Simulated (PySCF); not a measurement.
# BrF3: structure of the singlet

Where does singlet BrF3 go from a PBE0 minimum start, is the end point a minimum, and what are its modes, charges and moments?

Method: PBE0, basis Br def2-TZVP, F def2-TZVP, no relativity, density fitting; program: PySCF 2.14.0.

### Step 1. Starting geometry

4 atoms, charge 0, spin multiplicity 1.

Bond lengths: Br1–F2 1.809 Å, Br1–F3 1.722 Å, Br1–F4 1.809 Å. Angles: F2–Br1–F3 85.8°, F2–Br1–F4 171.6°, F3–Br1–F4 85.8°.

```xyz
4
charge 0 multiplicity 1
Br    0.1367   -0.2411    0.0000
F     1.6404    0.7641    0.0000
F    -0.7127    1.2571    0.0000
F    -1.4981   -1.0152    0.0000
```

### Step 2. The SCF at the typed geometry

The steps below are one call of a driver around PySCF. For each, scf.py gives the equivalent set-up of the SCF; relaxations use the driver's own optimiser. After this first run the driver tries any further starts and a stability analysis.

File scf.py:

```python
from pyscf import gto, scf, dft
mol = gto.M(atom='''
Br     0.136684    -0.241089    -0.000000
F      1.640373     0.764146     0.000000
F     -0.712718     1.257118     0.000000
F     -1.498054    -1.015173    -0.000000''',
    basis={'Br': 'def2-TZVP', 'F': 'def2-TZVP'},
    charge=0, spin=0)
mf = dft.RKS(mol, xc='PBE0')
mf.grids.atom_grid = (50, 194)
aux = {'Br': 'def2-universal-JKFIT', 'F': 'def2-universal-JKFIT'}
mf = mf.density_fit(auxbasis=aux)
mf.conv_tol = 1e-08
mf.diis_space = 10
mf.max_cycle = 60
mf.init_guess = 'minao'
mf.verbose = 4
mf.kernel()
```

Run with:

```sh
$ OMP_NUM_THREADS=2 python axn.py task.json out
```

What it wrote:

```text
init E= -2872.46005121482
  HOMO = -0.284315712318893  LUMO = -0.135373065776228  gap/eV = 4.05294
cycle= 1 E= -2872.8785736885  delta_E= -0.419  |g|=  1.1  |ddm|= 2.08
  HOMO = -0.290969603602567  LUMO = -0.180761756849002  gap/eV = 2.99891
cycle= 2 E= -2872.37580731117  delta_E= 0.503  |g|=  2.1  |ddm|= 1.76
  HOMO = -0.353679800764311  LUMO = -0.149602752418495  gap/eV = 5.55322
cycle= 3 E= -2873.07168943394  delta_E= -0.696  |g|= 0.17  |ddm|= 1.12
  HOMO = -0.340999309189336  LUMO = -0.145186923498741  gap/eV = 5.32833
cycle= 4 E= -2873.07391802866  delta_E= -0.00223  |g|= 0.119  |ddm|= 0.134
  HOMO = -0.342056012671947  LUMO = -0.138448008135128  gap/eV = 5.54046
cycle= 5 E= -2873.07591804001  delta_E= -0.002  |g|= 0.0275  |ddm|= 0.0616
  HOMO = -0.343540988536816  LUMO = -0.140539403609502  gap/eV = 5.52395
cycle= 6 E= -2873.07602678964  delta_E= -0.000109  |g|= 0.00252  |ddm|= 0.0138
  HOMO = -0.343509407514475  LUMO = -0.14031770390087  gap/eV = 5.52913
cycle= 7 E= -2873.07602813291  delta_E= -1.34e-06  |g|= 0.000466  |ddm|= 0.00216
  HOMO = -0.343509356694838  LUMO = -0.140326607309014  gap/eV = 5.52888
cycle= 8 E= -2873.07602816821  delta_E= -3.53e-08  |g|= 0.000154  |ddm|= 0.000379
  HOMO = -0.34351428697628  LUMO = -0.140340151756895  gap/eV = 5.52865
cycle= 9 E= -2873.07602817309  delta_E= -4.88e-09  |g|= 3.58e-05  |ddm|= 0.000119
  HOMO = -0.343512195517604  LUMO = -0.140338597147995  gap/eV = 5.52864
Extra cycle  E= -2873.07602817246  delta_E= 6.25e-10  |g|= 7.46e-05  |ddm|= 6.35e-05
converged SCF energy = -2873.07602817246
```

This step, with its further starts and checks, took 7 s on 2 threads of Intel Xeon 6975P-C (Granite Rapids), shared host.

No lower closed-shell solution turned up in the test of internal stability.

### Step 3. Relaxation: PBE0 minimum start, singlet

The program finds C2v symmetry in the start, which this walk keeps. The walk stops when the largest gradient is under 0.0003 Eh/bohr and the energy has settled too.

scf.py, as its differences from that of step 2:

```diff
@@ -3,4 +3,4 @@
-Br     0.136684    -0.241089    -0.000000
-F      1.640373     0.764146     0.000000
-F     -0.712718     1.257118     0.000000
-F     -1.498054    -1.015173    -0.000000''',
+Br     0.137051    -0.241735     0.000000
+F      1.640739     0.763500     0.000000
+F     -0.712352     1.256472     0.000000
+F     -1.497688    -1.015819     0.000000''',
@@ -16 +15,0 @@
-mf.init_guess = 'minao'
```

Steps of the walk:

```
step   energy (Eh)  change (kJ/mol)  largest symmetric gradient (Eh/bohr)
   0  -2873.076028             0.00                               0.00027
```

The walk took 1.8 s.

End point (C2v, 0 steps, 0.0 kJ/mol gained): Br–F 1.722 Å, Br–F 1.809 Å (×2); F–Br–F 85.8° (×2), F–Br–F 171.6°.

### Step 4. Hessian and properties

The point is checked on the finer grid, and tightened if its gradient asks for it. The Hessian and the dipole derivatives come from central differences of analytic gradients, with steps of 0.02 bohr.

scf.py, as its differences from that of step 3:

```diff
@@ -3,4 +3,4 @@
-Br     0.137051    -0.241735     0.000000
-F      1.640739     0.763500     0.000000
-F     -0.712352     1.256472     0.000000
-F     -1.497688    -1.015819     0.000000''',
+Br     0.136989    -0.241627     0.000000
+F      1.640943     0.763513     0.000000
+F     -0.712379     1.256519     0.000000
+F     -1.497803    -1.015987     0.000000''',
@@ -10 +10 @@
-mf.grids.atom_grid = (50, 194)
+mf.grids.atom_grid = (75, 302)
@@ -13 +13 @@
-mf.conv_tol = 1e-08
+mf.conv_tol = 1e-10
```

This SCF starts from the last density.

SCF at the final geometry:

```text
init E= -2873.07611252772
  HOMO = -0.343532619366549  LUMO = -0.140349476377729  gap/eV = 5.52889
cycle= 1 E= -2873.07611252757  delta_E= 1.48e-10  |g|= 3.29e-05  |ddm|= 2.45e-05
  HOMO = -0.343532791341225  LUMO = -0.140348685903028  gap/eV = 5.52892
cycle= 2 E= -2873.07611252689  delta_E= 6.87e-10  |g|= 7.3e-05  |ddm|= 5.42e-05
  HOMO = -0.343532660043721  LUMO = -0.140349112712258  gap/eV = 5.52891
cycle= 3 E= -2873.07611252775  delta_E= -8.59e-10  |g|= 2.17e-06  |ddm|= 3.76e-05
  HOMO = -0.343532657222653  LUMO = -0.140349180486211  gap/eV = 5.52890
cycle= 4 E= -2873.07611252775  delta_E= -7.73e-12  |g|= 2.31e-07  |ddm|= 1.1e-06
  HOMO = -0.343532675005477  LUMO = -0.140349181526844  gap/eV = 5.52890
Extra cycle  E= -2873.07611252776  delta_E= -4.55e-12  |g|= 3.56e-07  |ddm|= 3.03e-07
converged SCF energy = -2873.07611252776
```

The whole step took 42 s.

Geometry: C2v; Br–F 1.722 Å, Br–F 1.809 Å (×2); F–Br–F 85.8° (×2), F–Br–F 171.6°.

Harmonic modes (main isotopes):

| symmetry | ω (cm⁻¹) | IR (km/mol) | type |
| --- | --- | --- | --- |
| a1 | 250 | 14.5 | bend |
| b1 | 251 | 14.9 | bend |
| b2 | 366 | 3.7 | bend |
| a1 | 565 | 2.7 | stretch |
| b2 | 626 | 332 | stretch |
| a1 | 707 | 42.3 | stretch |

No imaginary mode, so this is a minimum.

Constants and moments:

```
Dipole moment                                                   : 1.33 D
Highest occupied level                                          : -9.35 eV
Lowest empty level                                              : -3.82 eV
Rotational constants                                            : 0.3623, 0.1363, 0.09905 cm⁻¹
Zero-point energy                                               : 16.5 kJ/mol
Principal polarisabilities                                      : 16.3, 24.9, 39.3 bohr³
Atomisation energy without zero-point energy                    : 619 kJ/mol
Principal traceless quadrupole moments about the centre of mass : -8.33, 3.72, 4.61 D Å
Entropy at 298.15 K and 1 bar                                   : 294.4 J/(mol K)
Heat capacity Cp at 298.15 K                                    : 66.6 J/(mol K)
Enthalpy at 298.15 K above 0 K                                  : 14.52 kJ/mol
Rotational symmetry number                                      : 2
```

Charges (e) and bond orders:

```tsv
atom	Mulliken	Löwdin	polar tensor	Mayer order to Br1
Br1	0.82	0.77	1.74	–
F2,4	-0.32	-0.31	-0.68	0.82
F3	-0.17	-0.16	-0.38	0.97
```

Outer orbital energies (eV). occupied: -14.93, -13.80, -12.67, -12.22, -12.19, -11.71, -11.08, -9.35; empty: -3.82, -1.34, 5.51, 5.67.

Mulliken populations on Br1: s 7.99, p 15.69, d 10.42, f 0.07.

### Step 5. Summary of results

| quantity | value |
| --- | --- |
| minimum | singlet, C2v |
| geometry | Br–F 1.722 Å, Br–F 1.809 Å (×2); F–Br–F 85.8° (×2), F–Br–F 171.6° |
| wavenumbers (cm⁻¹) | 250 (a1), 251 (b1), 366 (b2), 565 (a1), 626 (b2), 707 (a1) |
| dipole moment | 1.33 D |
| highest occupied, lowest empty level | -9.35, -3.82 eV |
| polar-tensor charge of Br1 | +1.74 e |
| zero-point energy | 16.5 kJ/mol |
| entropy at 298.15 K | 294.4 J/(mol K) |
| atomisation energy (no zero-point energy) | 619 kJ/mol |

The molecule stays C2v, as typed, and the end point is a minimum. In the infrared the band at 626 cm⁻¹ (b2, stretch) leads. Other starts or spin states, not run here, may lie lower.

The search up to here took 51 s.
